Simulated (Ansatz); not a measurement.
The system is Zr3MoC.

```
Zr Mo C
1.0
     4.94251    0.00000    0.00000
     0.00000    4.94251    0.00000
     0.00000    0.00000    4.94251
Zr Mo C
3 1 1
Direct
  0.50000 0.00000 0.00000
  0.00000 0.50000 0.00000
  0.00000 0.00000 0.50000
  0.00000 0.00000 0.00000
  0.50000 0.50000 0.50000
```

The cell was built by a generator and needn't be a form met in nature.

```yaml
Program: Ansatz 0.2.0
Task: relaxation of cell and atoms
Functional: PBEsol
Potentials_or_basis: Ansatz PAW
Cutoff: "420 eV (not typed: the program's choice for these potentials)"
k_mesh: 5 × 5 × 5
Occupations: fermi-dirac, width 0.05 eV
Spin: no spin polarisation
```

At the start: volume 24.15 Å³/atom.

Question: Where does the relaxation end?

Answer: It ends after 6 steps and the volume is 23.40 Å³/atom (-3.1 %); space group Pm-3m (No. 221, to 0.05 Å).

Step by step:
| step | energy change (eV) | largest force (eV/Å) | volume (Å³) |
| --- | --- | --- | --- |
| 1 | 0.0000 | 0.0000 | 120.74 |
| 2 | -0.0232 | 0.0000 | 115.14 |
| 3 | -0.0304 | 0.0000 | 117.08 |
| 4 | -0.0293 | 0.0000 | 117.08 |
| 5 | -0.0293 | 0.0000 | 117.00 |
| 6 | -0.0293 | 0.0000 | 117.00 |

Final structure:
```xyz
5
Lattice="4.8909 0.0000 0.0000 0.0000 4.8909 0.0000 0.0000 0.0000 4.8909" Properties=species:S:1:pos:R:3 pbc="T T T"
Zr    2.4455    0.0000    0.0000
Zr    0.0000    2.4455    0.0000
Zr    0.0000    0.0000    2.4455
Mo    0.0000    0.0000    0.0000
C     2.4455    2.4455    2.4455
```

Caveat: the plane-wave basis is chosen anew once the cell has moved, so the energies of steps on either side of that aren't comparable; the PAW data sets come from PBE, with cores solved anew for the run's functional, which leaves a small shift of forces and pressure.
